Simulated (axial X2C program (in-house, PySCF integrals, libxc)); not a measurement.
**AsF⁺: properties at the nuclei**

Wanted for AsF⁺: properties at the nuclei, at the two-component level.

Method: two-component X2C with atomic mean-field terms, As dyall-cv3z, F dyall-av3z; program: an in-house X2C program for linear molecules on PySCF integrals.

All values are calculated.

**1. Set-up**

Input file task.json:

```json
{
 "zs": [
  33,
  9
 ],
 "q": 1,
 "bas": [
  "dyall-cv3z",
  "dyall-av3z"
 ],
 "r0": 1.85,
 "levels": [
  "PBE0",
  "HF",
  "r2SCAN",
  "LDA",
  "BP86"
 ],
 "nst": 3
}
```

Keys: zs atomic numbers; q charge; bas basis sets; r0 starting distance in Å; levels methods (HF also brings MP2); nst determinants followed.

On the command line:

```console
$ python soeom.py task.json out
```

After this run come: Expectation values, lowest determinant; Expectation values, a higher determinant.

Q: Predict the outcome of this session. Wanted: lowest determinant; Eeff magnitude; Ws magnitude As; A∥/gI As; qzz As; higher determinant (for each run or level that gives them).

**Answer**, as computed:

| quantity | value |
| --- | --- |
| lowest determinant | Ω = 1/2 (excess of +ω over −ω: ω = 1/2) |
| Eeff magnitude (GV/cm), PBE0 | 0.053 |
| Ws magnitude As (kHz), PBE0 | 0.0666 |
| A∥/gI As (MHz), PBE0 | 2410 |
| qzz As (a.u.), PBE0 | -0.79 |
| higher determinant | Ω = 3/2 (excess of +ω over −ω: ω = 3/2) |
| Eeff magnitude (GV/cm), PBE0, higher determinant | 0.36 |
| Ws magnitude As (kHz), PBE0, higher determinant | 0.108 |
| A∥/gI As (MHz), PBE0, higher determinant | 407 |
| qzz As (a.u.), PBE0, higher determinant | -0.97 |

In the first state, the effective field runs from 0.0172 to 0.361 GV/cm over the mean-field levels, so the levels don't agree on it. The expectation values come from single determinants, which for open shells can mix terms of unlike spin or miss the lowest Ω, so a determinant need not be a state. Eeff is the effective electric field on the electron dipole moment in this Ω state and Ws the scalar–pseudoscalar constant (defined with the proton number Z and per Ω); A∥ is the parallel hyperfine constant, which follows by multiplying with the nuclear g factor gI = μI/(I μN); qzz is the electric field gradient, eQq0 = 234.96 MHz × Q/barn × qzz. The operators were transformed with the bare-nucleus X2C matrices.
